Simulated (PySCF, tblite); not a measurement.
# C₄H₇F₃S₂: geometry, infrared bands and NMR shifts

Wanted: the infrared bands and NMR shifts of C₄H₇F₃S₂ (`CSSCCC(F)(F)F`), by calculation.

Programs: tblite 0.8.0 and PySCF 2.14.0, with density-fitted response routines of our own. Each step states its level of theory. These are calculated values for one molecule in the gas phase, unless marked as measured. Atoms count from 0, in the outputs and in this text.

## (1) Starting geometry

16 atoms, charge 0, multiplicity 1; geometry from: force field or distance geometry start.

Bonds of the start (Å): C0–S1 1.81, S1–S2 2.05, S2–C3 1.84, C3–C4 1.53, C4–C5 1.51, C5–F6 1.36, C5–F7 1.34, C5–F8 1.35, C0–H9 1.08, C0–H10 1.10, C0–H11 1.09, C3–H12 1.09, C3–H13 1.09, C4–H14 1.09, C4–H15 1.10.

## (2) Relaxing the molecule with GFN2-xTB

Job settings and geometry (Å):

```
{"job": {"kind": "relax", "xc": "GFN2-xTB", "basis": "xTB"}, "charge": 0, "multiplicity": 1}
C      3.153400     0.322300    -0.137100
S      2.132400    -0.680300     0.969200
S      0.939800    -1.707000    -0.337200
C     -0.443600    -0.528600    -0.644400
C     -1.322600    -0.365600     0.601600
C     -2.475700     0.560300     0.276600
F     -2.027400     1.782200    -0.103100
F     -3.230300     0.074800    -0.713900
F     -3.256700     0.725500     1.361600
H      3.713300    -0.310600    -0.813400
H      2.513500     1.012200    -0.708500
H      3.845100     0.911700     0.458800
H     -1.038600    -0.943600    -1.452800
H     -0.029700     0.420400    -0.979100
H     -0.757300     0.065800     1.432700
H     -1.723200    -1.330600     0.931900
```

The run is started by

```console
> OMP_NUM_THREADS=1 python probes_run.py task.json out
```

One launch serves the whole session: the jobs run in the order shown.

**Question.** This job is followed by: GFN2-xTB harmonic vibrations, gas phase; GIAO PBE0/pcSseg-1 NMR shielding, non-relativistic, gas phase. Predict these results of the whole session: strongest single infrared mode (GFN2-xTB); zero-point energy (GFN2-xTB); ¹³C shifts against TMS (PBE0/pcSseg-1); ¹H shifts against TMS (PBE0/pcSseg-1, means over atoms taken as alike); ³³S shifts against CS2 (PBE0/pcSseg-1); ¹⁹F shifts against CFCl3 (PBE0/pcSseg-1, means over atoms taken as alike).

**Answer**, as computed:

| quantity | value |
| --- | --- |
| strongest single infrared mode (GFN2-xTB) | 1064 cm⁻¹, 224 km/mol |
| zero-point energy (GFN2-xTB) | 67.5 kcal/mol |
| ¹³C shifts against TMS (PBE0/pcSseg-1) | 135.0, 39.2, 35.4, 27.2 ppm |
| ¹H shifts against TMS (PBE0/pcSseg-1, means over atoms taken as alike) | 2.55, 2.49, 2.24 ppm |
| ³³S shifts against CS2 (PBE0/pcSseg-1) | 73, -7 ppm |
| ¹⁹F shifts against CFCl3 (PBE0/pcSseg-1, means over atoms taken as alike) | -85.9 ppm |

**Reading.** Relaxing lowered the energy by 0.053 eV in 48 steps; the close pair that moved most is S1–S2, from 2.045 to 2.026 Å. No mode is imaginary among the 42: a minimum at this level. The strongest single mode, at 1064 cm⁻¹, moves mainly C5. Unscaled tight-binding wavenumbers are off by several per cent, some by more. Its intensities can rank the bands wrongly. At PBE0/pcSseg-1: The largest span, 407 ppm, is at S1, where the paramagnetic term is -546 ppm.
